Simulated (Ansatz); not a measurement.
# Cadmium, omega (AlB2-type) under PBEsol: from relaxation to bulk modulus

Aim: take cadmium in the omega (AlB2-type) structure, relax it, solve it on a dense k-mesh, then scale the cell to 7 volumes from 88 to 112 % of the relaxed one and try a fit of the equation of state. Spin polarisation is left out. The k-meshes are 7×7×10 for the relaxation; 10×10×14 for the dense run; 8×8×12 for the volumes.

Method: DFT PBEsol, plane waves (420 eV) with PAW, scalar-relativistic; PAW files made under PBE, frozen cores solved again for the functional, in Ansatz 0.2.0.

## (1) Starting point

The structure is hexagonal, space group P6/mmm (No. 191). Conventional cell: a = 4.959 Å, b = 4.959 Å, c = 3.040 Å, α = 90.00°, β = 90.00°, γ = 120.00°. Cd (site symmetry 6/mmm) has 14 Cd at 3.04 to 3.24 Å as nearest neighbours. Cd (site symmetry -6m2) has 11 Cd at 2.86 to 3.24 Å as nearest neighbours.

As a file:

```xyz
3
Lattice="4.9594 0.0000 0.0000 -2.4797 4.2950 0.0000 0.0000 0.0000 3.0401" Properties=species:S:1:pos:R:3 pbc="T T T"
Cd    0.0000    0.0000    0.0000
Cd    0.0000    2.8633    1.5201
Cd    2.4797    1.4317    1.5201
```

## (2) Relaxing cell and atoms

Input file input.yaml:

```yaml
crystal:
  lattice:
    - [4.959407163, 0.0, 0.0]
    - [-2.4797035815, 4.2949725909, 0.0]
    - [0.0, 0.0, 3.0401165909]
  atoms:
    - { symbol: Cd, position: [0.0, 0.0, 0.0] }
    - { symbol: Cd, position: [0.3333333333, 0.6666666667, 0.5] }
    - { symbol: Cd, position: [0.6666666667, 0.3333333333, 0.5] }
hamiltonian:
  xc: pbesol
  pseudopotentials:
    kind: paw
    azcp:
      Cd: "pseudopotentials/Cd.paw.azcp"
basis:
  ecutwfc: 420
  fft_grid_basis: typed
kpoints:
  mp_grid: { grid: [7, 7, 10], shift: [0, 0, 0] }
magnetization:
  spin_polarized: false
scf:
  occupations: { method: fermi_dirac, width: 0.1 }
relax:
  max_steps: 60
  f_tol: 0.01
  cell: {}
```

After this run come: Dense single point; The cell scaled to 88 % of its volume; The cell scaled to 92 % of its volume; The cell scaled to 96 % of its volume; The cell scaled to 100 % of its volume; The cell scaled to 104 % of its volume; The cell scaled to 108 % of its volume; The cell scaled to 112 % of its volume.

What does the calculation give? Wanted: space group; conventional cell; volume; shortest distance; gap on the mesh; relative to hcp; V₀, B₀, B₀′.

**Answer**, as computed:

```
                      quantity                                   value
space group (spins left aside)                        P6/mmm (No. 191)
             conventional cell  a = 4.999 Å, c = 2.993 Å (c/a = 0.599)
                        volume                          21.590 Å³/atom
             shortest distance                                 2.886 Å
               gap on the mesh            none (levels filled in part)
               relative to hcp                            +82 meV/atom
                   V₀, B₀, B₀′             21.581 Å³/atom, 53 GPa, 5.9
```

What this shows: From the guessed start the volume grew by 0.0 % in 6 steps. It lies 82 meV/atom above the element's reference form at the same level (hcp, from a run of its own). No gap shows: it is a metal or semimetal at this level. B₀ comes out at 53 GPa; letting shape and positions relax at each volume could only lower it. The symmetry was held, so the structure may be unstable against distortions that break it.
